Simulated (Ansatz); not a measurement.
Born–Oppenheimer molecular dynamics of a periodic cell of 16 atoms, Li (start crystal Li, start structure bcc, volume 1.05 times the crystal's). It goes on from the last frame of an earlier run, with new velocities.

Theory: DFT LDA, scalar-relativistic, plane waves, PAW in Ansatz. Settings: accuracy low, cutoff 420 eV, k mesh 2x2x2, fermi-dirac smearing 0.16 eV, no spin polarisation.

```json
{
  "ensemble": "NVT, Langevin thermostat",
  "time step": "1 fs",
  "steps asked": "300",
  "set temperature": "1080 K",
  "friction": "0.01 /fs",
  "seed": "419290"
}
```

Frames 20 fs apart, positions in Å, forces in eV/Å.

Velocities at 30.0 fs (Å/ps):

```
Li -13.25 8.98 4.31
Li -2.48 8.71 6.49
Li -9.92 20.82 12.33
Li 7.60 -23.24 3.50
Li -2.40 -9.79 11.00
Li -7.77 7.03 -5.63
Li -2.26 -14.05 13.06
Li 0.87 0.20 22.91
Li -7.46 16.03 -10.83
Li -0.12 -6.29 3.98
Li 8.35 -8.93 -5.56
Li 28.60 -6.81 9.72
Li -7.51 18.36 -9.23
Li -7.75 -22.66 -3.60
Li 10.11 20.92 -8.19
Li -1.36 -9.27 17.18
```

```xyz
16
Lattice="7.0944 0.0000 0.0000 0.0000 7.0944 0.0000 0.0000 0.0000 7.0944" Properties=species:S:1:pos:R:3:forces:R:3 time_fs=30.0 energy_less_start_eV=-0.004 T=1154
Li -0.395 1.742 -0.335 0.11 -0.23 -0.55
Li 1.905 -4.326 0.816 -0.67 0.10 0.62
Li -2.243 5.698 2.372 0.01 -0.16 0.04
Li 0.932 -2.225 2.898 0.21 0.32 0.23
Li -1.664 -0.999 -1.086 1.18 0.66 0.43
Li 2.694 0.436 3.652 -0.73 -0.47 -0.70
Li 4.719 8.242 4.422 0.78 0.15 0.18
Li 6.655 0.574 1.719 0.19 -0.63 0.40
Li -0.715 2.968 2.228 -0.34 0.27 0.15
Li 3.547 5.504 -1.620 -1.21 -0.71 -0.60
Li 3.557 3.524 3.375 0.01 -0.03 -0.13
Li 5.751 3.663 5.385 0.28 0.02 -0.53
Li 4.104 2.908 0.210 0.74 0.15 0.01
Li 3.304 -0.004 7.595 -0.06 0.46 0.18
Li 2.183 9.321 5.321 -0.34 0.26 0.12
Li 8.164 5.551 6.661 -0.15 -0.16 0.14
16
Lattice="7.0944 0.0000 0.0000 0.0000 7.0944 0.0000 0.0000 0.0000 7.0944" Properties=species:S:1:pos:R:3:forces:R:3 time_fs=50.0 energy_less_start_eV=-0.732 T=1494
Li -0.585 1.859 -0.397 0.37 -0.68 0.47
Li 1.804 -4.137 1.030 -0.19 -0.59 0.06
Li -2.442 5.985 2.608 0.08 -0.27 0.03
Li 1.191 -2.621 3.028 -0.05 0.58 0.34
Li -1.542 -1.163 -0.652 0.51 0.17 0.38
Li 2.335 0.477 3.471 -0.11 -0.03 -0.03
Li 4.956 8.176 4.723 -0.27 -0.01 -0.22
Li 6.788 0.600 2.122 0.16 -0.18 0.03
Li -0.896 3.195 1.973 -0.18 0.28 0.01
Li 3.490 5.328 -1.656 -0.48 -0.24 -0.78
Li 3.706 3.460 3.201 0.33 -0.18 -0.11
Li 6.314 3.596 5.284 -0.07 0.60 -0.83
Li 4.037 3.353 0.075 0.48 0.05 0.00
Li 3.193 -0.253 7.497 -0.14 0.62 0.26
Li 2.252 9.827 5.145 -0.41 -0.17 0.34
Li 8.120 5.139 6.978 -0.03 0.05 0.04
16
Lattice="7.0944 0.0000 0.0000 0.0000 7.0944 0.0000 0.0000 0.0000 7.0944" Properties=species:S:1:pos:R:3:forces:R:3 time_fs=70.0 energy_less_start_eV=-0.167 T=1279
Li -0.537 1.794 -0.241 0.41 0.11 0.26
Li 1.628 -4.259 1.271 0.38 -0.76 0.06
Li -2.628 6.001 2.758 0.04 0.01 -0.11
Li 1.416 -2.734 3.254 -0.06 0.83 -0.80
Li -1.476 -1.346 0.048 0.16 0.50 -0.14
Li 1.865 0.511 3.479 0.76 -0.02 0.47
Li 5.189 8.118 5.059 -0.54 -0.12 -0.51
Li 6.954 0.638 2.421 -0.76 0.03 -0.36
Li -1.267 3.447 1.776 0.84 -0.03 0.16
Li 3.198 4.994 -2.052 0.28 0.81 0.15
Li 3.870 3.311 3.064 -0.21 -0.56 0.21
Li 6.733 3.792 4.647 -0.95 0.03 0.33
Li 4.135 3.822 -0.013 -0.40 -0.56 -0.09
Li 3.004 -0.145 7.310 -0.15 0.24 0.10
Li 2.035 9.989 5.166 0.02 -1.01 0.55
Li 7.951 4.719 7.206 0.19 0.51 -0.27
16
Lattice="7.0944 0.0000 0.0000 0.0000 7.0944 0.0000 0.0000 0.0000 7.0944" Properties=species:S:1:pos:R:3:forces:R:3 time_fs=90.0 energy_less_start_eV=-0.222 T=1237
Li -0.207 1.739 -0.049 -0.43 -0.11 -0.50
Li 1.457 -4.829 1.491 0.77 0.29 0.40
Li -2.737 6.018 2.885 -0.07 0.16 -0.09
Li 1.727 -2.407 2.998 -0.41 0.14 -1.13
Li -1.429 -1.305 0.620 0.13 0.96 -0.43
Li 1.812 0.649 3.807 0.26 -0.49 0.04
Li 5.068 8.179 5.157 -0.25 0.01 -0.14
Li 6.650 0.772 2.471 -0.38 -0.13 0.19
Li -1.302 3.638 1.723 0.84 -0.49 0.49
Li 2.996 4.885 -2.298 0.55 0.35 1.00
Li 3.913 2.949 2.946 -0.35 -0.46 0.30
Li 6.657 4.200 4.200 -0.38 -0.05 0.47
Li 4.216 3.865 0.003 -0.74 -0.50 -0.50
Li 2.670 0.075 7.071 0.01 -0.07 0.11
Li 1.777 9.718 5.279 0.03 0.09 0.21
Li 7.858 4.488 7.357 0.43 0.29 -0.40
16
Lattice="7.0944 0.0000 0.0000 0.0000 7.0944 0.0000 0.0000 0.0000 7.0944" Properties=species:S:1:pos:R:3:forces:R:3 time_fs=110.0 energy_less_start_eV=-0.789 T=1348
Li -0.192 1.628 -0.290 -0.30 0.08 0.20
Li 1.379 -5.080 1.888 0.05 0.39 -0.29
Li -2.639 5.977 3.048 -0.21 0.11 -0.07
Li 1.991 -1.994 2.295 -0.17 0.02 0.05
Li -1.262 -0.881 0.777 -0.11 -0.12 -0.57
Li 1.889 0.671 4.050 -0.11 -0.97 -0.14
Li 4.939 8.293 5.086 -0.26 -0.04 0.03
Li 6.187 0.851 2.525 0.35 0.09 0.35
Li -1.076 3.576 1.905 0.14 -0.01 0.02
Li 2.947 4.832 -2.215 -0.02 0.09 0.11
Li 3.802 2.335 2.816 0.00 0.24 0.04
Li 6.543 4.636 4.286 0.20 -0.03 0.33
Li 4.067 3.680 -0.063 -0.03 -0.19 0.17
Li 2.280 0.241 6.851 0.33 -0.29 0.30
Li 1.634 9.635 5.391 0.12 0.67 -0.13
Li 7.909 4.522 7.222 0.02 -0.04 -0.40
16
Lattice="7.0944 0.0000 0.0000 0.0000 7.0944 0.0000 0.0000 0.0000 7.0944" Properties=species:S:1:pos:R:3:forces:R:3 time_fs=130.0 energy_less_start_eV=-0.500 T=911
Li -0.516 1.558 -0.429 0.17 0.60 0.11
Li 1.247 -4.987 2.061 0.08 0.09 -0.36
Li -2.607 5.976 3.161 -0.09 -0.08 -0.16
Li 2.216 -1.667 1.816 -0.01 0.00 0.41
Li -1.173 -0.455 0.618 -0.43 -0.55 0.03
Li 1.897 0.323 4.232 -0.32 -0.32 -0.30
Li 4.702 8.318 4.974 -0.37 -0.10 0.36
Li 6.074 0.867 2.832 0.76 -0.13 0.10
Li -0.910 3.557 2.204 -0.22 0.34 -0.06
Li 2.976 4.834 -2.063 0.05 0.11 -0.07
Li 3.704 1.910 2.737 -0.04 0.27 -0.31
Li 6.682 5.133 4.694 0.04 0.12 -0.12
Li 4.033 3.366 -0.022 0.10 -0.05 0.29
Li 1.997 0.340 6.778 0.44 -0.17 0.49
Li 1.557 9.746 5.605 0.01 0.23 -0.39
Li 7.851 4.910 7.018 -0.17 -0.35 -0.01
16
Lattice="7.0944 0.0000 0.0000 0.0000 7.0944 0.0000 0.0000 0.0000 7.0944" Properties=species:S:1:pos:R:3:forces:R:3 time_fs=150.0 energy_less_start_eV=-0.345 T=871
Li -0.701 1.643 -0.362 0.25 0.26 -0.03
Li 1.231 -4.745 2.043 0.44 -0.06 -0.30
Li -2.575 6.019 3.293 -0.02 -0.08 -0.20
Li 2.183 -1.470 1.576 0.20 -0.20 0.60
Li -1.315 -0.429 0.638 -0.60 -0.13 0.39
Li 1.706 -0.121 4.373 -0.03 0.49 -0.50
Li 4.269 8.483 4.952 -0.12 -0.19 0.53
Li 6.328 1.008 3.226 0.39 -0.29 0.06
Li -0.877 3.592 2.376 -0.42 0.54 0.06
Li 2.906 4.848 -2.021 0.25 -0.14 0.17
Li 3.751 1.609 2.633 -0.16 0.03 -0.64
Li 6.719 5.653 5.001 -0.53 0.01 -0.67
Li 4.150 3.150 0.058 -0.15 0.30 0.26
Li 1.931 0.337 6.869 0.26 0.38 0.09
Li 1.296 9.970 5.624 0.04 -0.19 -0.36
Li 7.562 5.125 6.962 0.19 -0.73 0.53
16
Lattice="7.0944 0.0000 0.0000 0.0000 7.0944 0.0000 0.0000 0.0000 7.0944" Properties=species:S:1:pos:R:3:forces:R:3 time_fs=170.0 energy_less_start_eV=-0.777 T=1155
Li -0.869 1.638 -0.255 0.50 -0.28 -0.01
Li 1.347 -4.524 1.892 -0.04 0.08 -0.11
Li -2.545 6.041 3.355 -0.20 -0.10 0.13
Li 2.195 -1.539 1.535 0.34 -0.12 0.39
Li -1.774 -0.624 1.002 -0.12 0.19 -0.35
Li 1.657 -0.355 4.198 0.07 0.40 -0.45
Li 3.860 8.520 4.982 0.07 -0.10 0.14
Li 6.580 0.980 3.509 -0.15 0.40 -0.42
Li -1.090 3.832 2.326 -0.07 -0.04 0.42
Li 2.865 4.840 -2.022 0.46 -0.23 0.42
Li 3.574 1.331 2.343 0.19 -0.10 -0.09
Li 6.502 6.153 5.162 -0.31 -0.30 0.30
Li 4.353 3.016 0.256 -0.60 0.66 0.02
Li 1.768 0.419 6.884 0.08 0.17 -0.09
Li 1.041 10.178 5.367 -0.16 -0.36 -0.24
Li 7.309 4.883 7.223 -0.06 -0.26 -0.07
16
Lattice="7.0944 0.0000 0.0000 0.0000 7.0944 0.0000 0.0000 0.0000 7.0944" Properties=species:S:1:pos:R:3:forces:R:3 time_fs=190.0 energy_less_start_eV=-0.303 T=1096
Li -0.871 1.431 -0.037 0.17 0.41 0.17
Li 1.380 -4.355 1.546 -0.02 -0.33 0.32
Li -2.711 6.068 3.419 0.00 0.14 0.48
Li 2.327 -1.829 1.585 0.16 0.18 0.11
Li -2.195 -0.574 1.143 0.41 -0.33 -0.92
Li 1.780 -0.264 4.007 -0.45 -0.26 -0.24
Li 3.559 8.339 5.042 0.52 0.37 0.06
Li 6.783 1.138 3.729 -0.50 0.15 -0.75
Li -1.360 4.246 2.480 0.33 -0.53 0.53
Li 2.997 4.781 -1.937 0.16 -0.16 0.54
Li 3.387 0.920 2.000 -0.22 0.70 0.37
Li 6.117 6.540 5.482 -0.03 -0.65 0.09
Li 4.289 3.180 0.552 -0.28 0.18 -0.28
Li 1.791 0.577 6.845 -0.11 -0.29 -0.06
Li 0.792 10.227 4.954 0.03 0.08 0.13
Li 7.123 4.564 7.438 -0.16 0.34 -0.56
16
Lattice="7.0944 0.0000 0.0000 0.0000 7.0944 0.0000 0.0000 0.0000 7.0944" Properties=species:S:1:pos:R:3:forces:R:3 time_fs=210.0 energy_less_start_eV=0.156 T=646
Li -0.828 1.281 0.136 0.15 1.09 0.42
Li 1.480 -4.325 1.479 -0.36 -0.27 0.34
Li -2.958 6.057 3.714 0.64 0.25 -0.33
Li 2.472 -2.023 1.542 -0.27 0.64 0.16
Li -2.304 -0.649 0.813 -0.37 -0.50 0.53
Li 1.869 -0.297 3.759 -1.00 -0.22 0.26
Li 3.637 8.339 5.233 0.34 0.46 -0.02
Li 6.712 1.307 3.559 -0.50 -0.48 -0.48
Li -1.515 4.213 2.808 0.25 -0.21 0.04
Li 3.209 4.586 -1.691 -0.18 -0.15 0.47
Li 3.146 0.791 1.894 0.46 0.58 0.32
Li 5.804 6.569 5.873 0.26 -0.62 -1.20
Li 4.082 3.436 0.733 0.46 -0.53 -0.37
Li 1.803 0.623 6.896 -0.26 -0.47 -0.39
Li 0.530 10.339 4.724 0.37 0.32 0.35
Li 6.962 4.546 7.357 0.00 0.12 -0.10
16
Lattice="7.0944 0.0000 0.0000 0.0000 7.0944 0.0000 0.0000 0.0000 7.0944" Properties=species:S:1:pos:R:3:forces:R:3 time_fs=230.0 energy_less_start_eV=-0.903 T=1342
Li -0.792 1.518 0.439 -0.28 0.06 -0.19
Li 1.337 -4.321 1.641 -0.16 0.13 0.19
Li -2.913 6.166 3.757 -0.28 0.03 -0.55
Li 2.567 -1.922 1.583 -0.44 0.26 0.06
Li -2.312 -0.925 0.664 -0.15 0.29 0.52
Li 1.501 -0.441 3.651 -0.30 -0.18 0.28
Li 3.824 8.459 5.326 0.08 0.26 -0.02
Li 6.436 1.162 3.290 -0.26 -0.06 -0.08
Li -1.688 3.939 3.379 -0.11 -0.15 -0.34
Li 3.306 4.327 -1.383 -0.21 0.30 -0.16
Li 3.160 1.081 2.070 0.51 0.01 0.13
Li 5.669 6.366 5.531 0.70 0.03 -0.08
Li 4.138 3.402 0.784 0.45 -0.48 0.09
Li 1.660 0.508 6.824 0.04 -0.32 -0.13
Li 0.585 10.627 4.726 0.31 -0.19 0.03
Li 6.938 4.581 7.148 0.09 0.00 0.24
16
Lattice="7.0944 0.0000 0.0000 0.0000 7.0944 0.0000 0.0000 0.0000 7.0944" Properties=species:S:1:pos:R:3:forces:R:3 time_fs=250.0 energy_less_start_eV=-0.698 T=885
Li -0.834 1.827 0.566 -0.06 -0.39 -0.64
Li 1.115 -4.128 1.865 0.29 0.05 0.25
Li -3.006 6.384 3.508 -0.05 -0.65 0.42
Li 2.518 -1.532 1.706 -0.47 -0.40 -0.31
Li -2.198 -1.067 0.801 0.19 0.42 -0.02
Li 1.071 -0.654 3.816 0.40 -0.04 0.00
Li 3.888 8.635 5.496 0.10 -0.33 0.01
Li 6.231 0.941 3.049 -0.02 0.20 -0.09
Li -1.835 3.492 3.885 0.08 0.14 -0.40
Li 3.472 4.268 -1.285 -0.21 0.58 0.07
Li 3.342 1.125 2.346 -0.28 0.49 -0.18
Li 5.940 6.179 5.076 -0.04 0.01 0.61
Li 4.242 3.192 1.008 -0.14 0.30 0.21
Li 1.552 0.307 6.789 0.03 -0.02 0.00
Li 0.874 10.806 4.907 0.15 -0.41 -0.23
Li 7.024 4.662 7.068 0.02 0.04 0.29
```

Of the whole run (300 fs, mean temperature of the second half 1060 K): A run of 0.3 ps of so small a system gives no equilibrium averages. Limits of this set-up: coarse k mesh, low accuracy level.

Time of the run: 5.4 min on 1 thread of AMD EPYC 9B45 (Zen 5), on a shared host, peak memory 0.58 GiB.
